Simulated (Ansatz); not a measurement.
**C₂H₅AlS: geometry optimisation**

Aim: relax C₂H₅AlS at this level.

Computed with Ansatz 0.2.0. Level: RKS PBE0-D4/def2-SVPD.

1 further run of the same task is left out (set aside as unsound or not needed).

**1. Where the work starts**

9 atoms, charge 0, spin multiplicity 1.

Atoms are counted from 1 here; the program's logs count them from 0.

Bond lengths: C1–Al2 1.949 Å, C1–H5 1.107 Å, C1–H6 1.107 Å, C1–H7 1.109 Å, Al2–C3 1.934 Å, Al2–S4 2.155 Å, C3–S4 1.948 Å, C3–H8 1.104 Å, C3–H9 1.104 Å. Angles: Al2–C1–H5 111.3°, Al2–C1–H6 111.8°, Al2–C1–H7 110.0°, H5–C1–H6 108.6°, H5–C1–H7 107.5°, H6–C1–H7 107.5°, C1–Al2–C3 156.0°, C1–Al2–S4 147.3°, C3–Al2–S4 56.6°, Al2–C3–S4 67.4°, Al2–C3–H8 123.0°, Al2–C3–H9 122.9°, S4–C3–H8 110.7°, S4–C3–H9 110.7°, H8–C3–H9 111.0°, Al2–S4–C3 56.0°.

Coordinates:

```xyz
9

C    -0.3704    1.5450   -0.9587
Al    0.0448   -0.1853   -0.1626
C     0.3411   -1.4436    1.2761
S     0.6092   -2.2405   -0.4814
H    -0.8367    1.4264   -1.9561
H    -1.0511    2.1392   -0.3185
H     0.5596    2.1341   -1.0941
H     1.2741   -1.4743    1.8658
H    -0.4822   -1.9473    1.8125
```

**2. Relaxation**

input.yaml reads:

```yaml
crystal:
  periodic: [false, false, false]
  atoms:
    - { symbol: C, position_ang: [-0.370421, 1.544965, -0.958671] }
    - { symbol: Al, position_ang: [0.044751, -0.185302, -0.162638] }
    - { symbol: C, position_ang: [0.3411, -1.443646, 1.276094] }
    - { symbol: S, position_ang: [0.609249, -2.240546, -0.481387] }
    - { symbol: H, position_ang: [-0.836686, 1.426443, -1.956088] }
    - { symbol: H, position_ang: [-1.051123, 2.139224, -0.318467] }
    - { symbol: H, position_ang: [0.559639, 2.134134, -1.094099] }
    - { symbol: H, position_ang: [1.274132, -1.474307, 1.865789] }
    - { symbol: H, position_ang: [-0.48224, -1.947265, 1.812467] }
basis:
  gaussian: { orbitals: def2-SVPD }
hamiltonian:
  xc: pbe0
  dispersion: d4
output:
  forces: true
relax:
  f_tol: 0.003
  max_steps: 120
```

Command:

```sh
$ ansatz run input.yaml --threads 1 --pin off --max-ram 2560MiB --backend cpu --events-out ev --progress --plain --runs-dir out
```

Before running it: what results should come out? Wanted: energy gained; root mean square move; dipole moment.

As calculated:

| quantity | value |
| --- | --- |
| energy gained | 0.0138 eV |
| root mean square move | 0.254 Å |
| dipole moment | 3.47 D |

In words: Bond lengths: C1–Al2 1.937 Å, C1–H5 1.100 Å, C1–H6 1.101 Å, C1–H7 1.101 Å, Al2–C3 1.922 Å, Al2–S4 2.138 Å, C3–S4 1.922 Å, C3–H8 1.097 Å, C3–H9 1.097 Å. Angles: Al2–C1–H5 111.7°, Al2–C1–H6 110.8°, Al2–C1–H7 110.8°, H5–C1–H6 108.1°, H5–C1–H7 108.1°, H6–C1–H7 107.1°, C1–Al2–C3 155.3°, C1–Al2–S4 148.5°, C3–Al2–S4 56.2°, Al2–C3–S4 67.6°, Al2–C3–H8 122.9°, Al2–C3–H9 122.9°, S4–C3–H8 111.0°, S4–C3–H9 111.0°, H8–C3–H9 110.9°, Al2–S4–C3 56.2°. No frequencies were computed here.
